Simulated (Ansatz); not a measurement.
# AlPNH4OF (SMILES [NH2][Al]([F])[PH]O): HSE06/def2-SVP

Aim: the vertical ionisation energy of AlPNH4OF at HSE06/def2-SVP, from 2 runs. 

The results are computed with Ansatz 0.2.0.

147 further runs of the same task are left out: 147 set aside as unsound or not needed.

## 1. Starting point

AlPNH4OF: 9 atoms, total charge 0, spin state singlet. As SMILES, `[NH2][Al]([F])[PH]O`. The shape is that of a PBE0-D4/def2-TZVP optimisation. This is one conformer, not always the lowest.

Bond lengths: N1–Al2 1.755 Å, Al2–F3 1.652 Å, Al2–P4 2.334 Å, P4–O5 1.677 Å, N1–H6 1.007 Å, N1–H7 1.006 Å, P4–H8 1.430 Å, O5–H9 0.960 Å. Angles: N1–Al2–F3 119.8°, N1–Al2–P4 121.0°, F3–Al2–P4 119.0°, Al2–P4–O5 96.2°, Al2–N1–H6 122.5°, Al2–N1–H7 126.3°, Al2–P4–H8 92.8°, O5–P4–H8 100.3°, P4–O5–H9 109.0°, H6–N1–H7 111.1°.

## 2. A single-point energy at HSE06/def2-SVP

File input.yaml:

```yaml
crystal:
  periodic: [false, false, false]
  atoms:
    - {symbol: N, position_ang: [1.489200, 1.004600, -0.185800]}
    - {symbol: Al, position_ang: [0.882400, -0.572900, 0.285200]}
    - {symbol: F, position_ang: [1.905300, -1.677400, 0.966000]}
    - {symbol: P, position_ang: [-1.322700, -1.196100, -0.158400]}
    - {symbol: O, position_ang: [-1.889900, 0.351100, -0.471500]}
    - {symbol: H, position_ang: [0.893900, 1.722700, -0.565900]}
    - {symbol: H, position_ang: [2.431700, 1.338900, -0.072400]}
    - {symbol: H, position_ang: [-1.643200, -1.310200, 1.230300]}
    - {symbol: H, position_ang: [-2.658100, 0.293000, -1.044600]}
basis:
  gaussian:
    orbitals: def2-SVP
hamiltonian:
  xc: {name: HSE06}
accuracy: high
output:
  orbitals: {seedname: orbitals}
```

Launch:

```sh
$ ansatz run input.yaml --threads 1 --pin off --max-ram 3480MiB --events-out events.jsonl --progress --plain --runs-dir runs
```

The log of the run:

```text
Warning: RAYON_NUM_THREADS=1 ignored (pool sized by the plan → 1); use --threads N
Functional definition: HSE06
  name "HSE06"
  parameter a = 0.25
  parameter omega = 0.11/bohr
  exchange = pbe_x - a*pbe_x_sr(omega) + a*exact_x_sr(omega)
  correlation = pbe_c
2114 factors; integrals over basis functions are off by at most 6.6e-9 eV
105 factors; integrals over basis functions are off by at most 1.2e-9 eV
mean field evaluation 1: about -22173.7245 eV, gradient 7.5e1 eV
mean field evaluation 2: about -22146.0412 eV, gradient 1.3e2 eV
mean field evaluation 4: about -22184.0080 eV, gradient 9.0e0 eV
mean field evaluation 8: about -22184.3561 eV, gradient 9.0e-1 eV
mean field evaluation 16: about -22184.3584 eV, gradient 6.1e-5 eV
mean field -22184.35841535 eV, -815.2601346659 hartree, gradient 2.1e-8 eV, S^2 0.000000; 0 other end points of the search recorded, 0 dependent functions left out
reference -22184.35841930 eV, -815.2601348109 hartree; 28, 28 occupied and 70, 70 virtual orbitals, 2114 factors
Total energy: -22184.35841930 eV, -815.2601348109 hartree
```

Run time: 12 s. Hardware: 1 thread of Arm Neoverse V1, shared host; peak memory 0.36 GiB.

## 3. The doublet cation, same level

File molecule.yaml:

```yaml
crystal:
  periodic: [false, false, false]
  atoms:
    - symbol: N
      position_ang: [1.489200, 1.004600, -0.185800]
    - symbol: Al
      position_ang: [0.882400, -0.572900, 0.285200]
    - symbol: F
      position_ang: [1.905300, -1.677400, 0.966000]
    - symbol: P
      position_ang: [-1.322700, -1.196100, -0.158400]
    - symbol: O
      position_ang: [-1.889900, 0.351100, -0.471500]
    - symbol: H
      position_ang: [0.893900, 1.722700, -0.565900]
    - symbol: H
      position_ang: [2.431700, 1.338900, -0.072400]
    - symbol: H
      position_ang: [-1.643200, -1.310200, 1.230300]
    - symbol: H
      position_ang: [-2.658100, 0.293000, -1.044600]
basis:
  gaussian:
    orbitals: def2-SVP
total_charge: 1
magnetization:
  spin_polarized: true
  initial_magnetization: 1
hamiltonian:
  xc: hse06
accuracy: high
output:
  orbitals: {seedname: orbitals}
```

Launch:

```sh
$ ansatz run molecule.yaml --threads 1 --pin off --max-ram 3480MiB --events-out events.jsonl --progress --plain --runs-dir runs
```

The log of the run:

```text
Warning: RAYON_NUM_THREADS=1 ignored (pool sized by the plan → 1); use --threads N
Functional definition: HSE06
  name "HSE06"
  parameter a = 0.25
  parameter omega = 0.11/bohr
  exchange = pbe_x - a*pbe_x_sr(omega) + a*exact_x_sr(omega)
  correlation = pbe_c
2112 factors; integrals over basis functions are off by at most 6.6e-9 eV
105 factors; integrals over basis functions are off by at most 1.2e-9 eV
mean field evaluation 1: about -22153.8520 eV, gradient 7.5e1 eV
mean field evaluation 2: about -22039.1516 eV, gradient 1.6e2 eV
mean field evaluation 4: about -22168.8013 eV, gradient 3.0e1 eV
mean field evaluation 8: about -22175.2242 eV, gradient 4.5e-1 eV
mean field evaluation 16: about -22175.4420 eV, gradient 1.7e-2 eV
mean field evaluation 32: about -22175.4420 eV, gradient 9.1e-8 eV
mean field -22175.44203723 eV, -814.9324638138 hartree, gradient 9.1e-8 eV, S^2 0.762676; 3 other end points of the search recorded, 0 dependent functions left out
reference -22175.44204116 eV, -814.9324639583 hartree; 28, 27 occupied and 70, 71 virtual orbitals, 2112 factors
Total energy: -22175.44204116 eV, -814.9324639583 hartree
```

Run time: 37 s. Hardware: 1 thread of Arm Neoverse V1, shared host; peak memory 0.54 GiB.

## 4. What came out

At HSE06/def2-SVP:

| quantity | value |
| --- | --- |
| singlet AlPNH4OF: total energy | -815.26013 Eh |
| singlet AlPNH4OF: HOMO energy | -6.33 eV |
| singlet AlPNH4OF: LUMO energy | -0.67 eV |
| singlet AlPNH4OF: HOMO–LUMO gap | 5.66 eV |
| doublet cation: total energy | -814.93246 Eh |
| doublet cation: HOMO energy (highest over α and β) | -12.07 eV |
| doublet cation: LUMO energy (lowest over α and β) | -11.38 eV |
| doublet cation: ⟨S²⟩ | 0.763 |
| vertical ionisation energy (to the doublet cation) | 8.916 eV |

The vertical ionisation energy comes to 8.92 eV (206 kcal/mol). −ε(HOMO) before ionisation, 6.33 eV, is 2.58 eV below this ionisation energy.
